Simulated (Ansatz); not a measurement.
Runs of Ansatz 0.2.0 on GaGe3. It takes space group Pm-3m (No. 221, cubic). The conventional cell has a = 4.278 Å, b = 4.278 Å, c = 4.278 Å, α = 90.00°, β = 90.00°, γ = 90.00°. Ge (site symmetry 4/mmm) has 8 Ge at 3.03 Å and 4 Ga at 3.03 Å as nearest neighbours. Ga (site symmetry m-3m) is surrounded by 12 Ge at 3.03 Å. The cell comes from a database or a generator and needn't be the stable form of this composition.

```csv
potentials or basis,cutoff (eV),gap on the mesh (eV),pressure (GPa)
PseudoDojo standard (PBEsol files),1088,none,-3.4
Ansatz PAW earlier set,1020,none,-3.4
PseudoDojo stringent (PBEsol files),1687,none,-3.3
JTH PAW,3600,none,(a)
```

Alike in all rows: task single point; level PBEsol; no spin polarisation; cell as given; k mesh 6 × 6 × 6; smearing fermi-dirac 0.05 eV.

Q: Estimate the missing entries.

A: (a) -3.2.

Caveats: the PAW data sets come from PBE, with cores solved anew for the run's functional, which leaves a small shift of forces and pressure (some runs).

A k mesh can miss the band edges, and the runs leave out spin-orbit coupling on Ga, Ge.

A gap of «none» marks a metal or a gap under the smearing width.

Not every run made on this cell is shown here.
